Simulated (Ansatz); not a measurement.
# Ga2Br2F4: how energies converge with the basis set

How large a basis does Ga2Br2F4 need? Two functionals are run in growing sets.

Computed with Ansatz 0.2.0, Gaussian basis. Level: one geometry, several basis sets.

Plan: PBE0-D4/def2-SVP; ωB97M-V/def2-SVP; PBE0-D4/def2-QZVPP; ωB97M-V/def2-QZVPP; the functionals' def2-TZVPP values are taken from earlier runs.

## 1. The relaxed structure

An earlier PBE0-D4 in a triple-zeta def2 set relaxation fixed the geometry.

SMILES `[F][Ga-]1([F])[Br+][Ga-]([F])([F])[Br+]1`, 8 atoms, charge 0, spin multiplicity 1.

Atoms are counted from 1 here; the program's logs count them from 0.

Bond lengths: F1–Ga2 1.735 Å, Ga2–F3 1.735 Å, Ga2–Br4 2.440 Å, Ga2–Br8 2.440 Å, Br4–Ga5 2.440 Å, Ga5–F6 1.735 Å, Ga5–F7 1.735 Å, Ga5–Br8 2.440 Å. Angles: F1–Ga2–F3 121.2°, F1–Ga2–Br4 109.3°, F1–Ga2–Br8 109.3°, F3–Ga2–Br4 109.3°, F3–Ga2–Br8 109.3°, Br4–Ga2–Br8 95.2°, Ga2–Br4–Ga5 84.8°, Br4–Ga5–F6 109.3°, Br4–Ga5–F7 109.3°, Br4–Ga5–Br8 95.2°, F6–Ga5–F7 121.2°, F6–Ga5–Br8 109.3°, F7–Ga5–Br8 109.4°, Ga2–Br8–Ga5 84.8°.

## 2. PBE0-D4 in def2-SVP

in.yaml

```yaml
crystal:
  periodic: [false, false, false]
  atoms:
    - {symbol: F, position_ang: [2.606588, -0.919760, 0.942112]}
    - {symbol: Ga, position_ang: [0.939471, -1.224232, 0.571682]}
    - {symbol: F, position_ang: [0.243761, -2.797800, 0.793193]}
    - {symbol: Br, position_ang: [0.456425, -0.437759, -1.687515]}
    - {symbol: Ga, position_ang: [-0.939415, 1.224279, -0.571673]}
    - {symbol: F, position_ang: [-2.606154, 0.916097, -0.940732]}
    - {symbol: F, position_ang: [-0.247118, 2.799129, -0.794768]}
    - {symbol: Br, position_ang: [-0.453558, 0.440047, 1.687700]}
basis:
  gaussian: {orbitals: def2-SVP}
hamiltonian: {xc: pbe0, dispersion: d4}
output: {orbitals: {seedname: orbitals}}
```

Run with:

```bash
$ ansatz run in.yaml --threads 8 --pin off --events-out ev --progress --plain --max-ram 18278MiB
```

After this run come: ωB97M-V in def2-SVP; PBE0-D4 in def2-QZVPP; ωB97M-V in def2-QZVPP.

**Question.** What will the summary of the whole plan be? Wanted: PBE0-D4: double and triple zeta above quadruple; ωB97M-V: double and triple zeta above quadruple.

The runs gave:

```
                                       quantity           value
PBE0-D4: double and triple zeta above quadruple  49.95, 5.87 eV
ωB97M-V: double and triple zeta above quadruple  49.74, 5.63 eV
```

For PBE0-D4 the step from double to triple zeta gains 44.07 eV and the next only 5.87 eV. These are total energies; as a rule much of such shifts cancels in differences, which this series doesn't test.
